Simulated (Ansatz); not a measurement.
**TiC: a tetragonal deformation path**

An exercise on one series of results from a longer session: the logs are not shown, and one member is left open.

Program: Ansatz 0.2.0. Level of theory: DFT PBEsol, scalar-relativistic, plane waves, PAW. These are calculated values, not measurements.

**The system as given**

It takes space group Fm-3m (No. 225, cubic). The conventional cell has a = 4.328 Å, b = 4.328 Å, c = 4.328 Å, α = 90.00°, β = 90.00°, γ = 90.00°. Around Ti (site symmetry m-3m) lie 6 C at 2.16 Å. C (site symmetry m-3m) is surrounded by 6 Ti at 2.16 Å.

Coordinates:

```cif
data_structure
_symmetry_space_group_name_H-M 'P 1'
_symmetry_Int_Tables_number 1
_cell_length_a 3.0604
_cell_length_b 3.0604
_cell_length_c 3.0604
_cell_angle_alpha 60.000
_cell_angle_beta 60.000
_cell_angle_gamma 60.000
_cell_volume 20.27
loop_
_atom_site_label
_atom_site_type_symbol
_atom_site_fract_x
_atom_site_fract_y
_atom_site_fract_z
_atom_site_occupancy
Ti1 Ti 0.00000 0.00000 0.00000 1
C1 C 0.50000 0.50000 0.50000 1
```

The cell is taken as given, not relaxed at this level.

The first run:

The input, input.yaml:

```yaml
crystal:
  lattice:
    - [0.0, 2.164, 2.164]
    - [2.164, 0.0, 2.164]
    - [2.164, 2.164, 0.0]
  atoms:
    - { symbol: Ti, position: [0.0, 0.0, 0.0] }
    - { symbol: C, position: [0.5, 0.5, 0.5] }
basis:
  ecutwfc: 420
kpoints:
  mp_grid: { grid: [20, 20, 20] }
hamiltonian:
  xc: pbesol
scf:
  occupations: { method: gaussian, width: 0.15 }
output:
  forces: true
  stress: true
  eigenvalues: true
  write_density: true
  write_potential: true
  elf: true
  volumetric_format: npy
```

Run with:

```
ansatz run input.yaml --threads 1 --pin off --max-ram 2560MiB --backend cpu --events-out ev --progress --plain --runs-dir out
```

Steps of the session up to this table: The undisturbed cell; Point ρ = 0.707; ρ = 1.414; Point ρ = 0.850; Point ρ = 1.200; ρ = 0.780; ρ = 1.300; At ρ = 0.920; At ρ = 1.100; At ρ = 0.650; ρ = 1.500; ρ = 0.960; Point ρ = 1.050.

One of the session's tables, all rows but one given; the rest of the session is left out.

It belongs to the step «The scan collected». Collected from the runs (energy zero: the undisturbed cell):

```
    ρ  ΔE (meV/atom)  pressure (GPa)
0.650         2449.4            71.6
0.707         1515.1            49.6
0.780          697.5            24.2
0.850              ?               ?
0.920           62.9            -2.8
0.960           14.3            -5.3
1.000            0.0            -6.2
1.050           18.4            -5.0
1.100           67.8            -1.9
1.200          239.9             9.2
1.300          494.4            25.1
1.414          869.5            47.0
1.500         1202.8            65.2
```

**Question.** Estimate the row for ρ = 0.850.

Worked estimate for «ΔE (meV/atom)». A straight line through the neighbours (0.780, 697.5) and (0.920, 62.9) gives 697.5 + (62.9 − 697.5) × (0.850 − 0.780) / (0.920 − 0.780) = 380.2; a parabola fitted to 4 rows on both sides gives 239.2.

The run gave: ΔE (meV/atom): 266.1; pressure (GPa): 6.9. In «ΔE (meV/atom)» the line misses by +114.1 and the parabola by -26.9.
